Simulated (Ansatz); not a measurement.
Crystal: ZnGe3.

```xyz
4
Lattice="4.2224 0.0000 0.0000 0.0000 4.2224 0.0000 0.0000 0.0000 4.2224" Properties=species:S:1:pos:R:3 pbc="T T T"
Ge    2.1112    2.1112    0.0000
Ge    2.1112    0.0000    2.1112
Ge    0.0000    2.1112    2.1112
Zn    0.0000    0.0000    0.0000
```

The cell comes from a database or a generator and needn't be the stable form of this composition.

| Property | Result |
| --- | --- |
| Program | Ansatz 0.2.0 |
| Task | single point |
| Functional | PBE |
| Potentials or basis | Ansatz PAW |
| Cutoff | 420 eV (not typed: the program's choice for these potentials) |
| k mesh | 6 × 6 × 6 |
| Occupations | fermi-dirac, width 0.05 eV |
| Spin | no spin polarisation |

On this cell: pressure -0.2 GPa; largest force zero by symmetry; band gap on the k mesh none (metal or under the smearing width).

The same run follows on a disturbed copy (atoms moved at random, drawn with an rms of 0.05 Å):

```xyz
4
Lattice="4.2224 0.0000 0.0000 0.0000 4.2224 0.0000 0.0000 0.0000 4.2224" Properties=species:S:1:pos:R:3 pbc="T T T"
Ge    2.1367    2.1327   -0.0679
Ge    2.1260   -0.0314    2.0774
Ge   -0.0068    2.1140    2.1360
Zn    0.0060   -0.0316   -0.0039
```

What does the disturbed cell give?

The energy (extrapolated to zero smearing) moves by +0.7 meV/atom; pressure 0.0 GPa; largest force 0.110 eV/Å; band gap on the k mesh none (metal or under the smearing width).

Forces in eV/Å, atoms in the order of the input:
```
Ge  -0.020 -0.054 -0.002
Ge  -0.027  0.036 -0.041
Ge   0.008 -0.071 -0.006
Zn   0.039  0.090  0.049
```

Stress tensor (GPa, compression positive):
```
 0.06 -0.02 -0.07
-0.02 -0.09 -0.06
-0.07 -0.06 -0.07
```
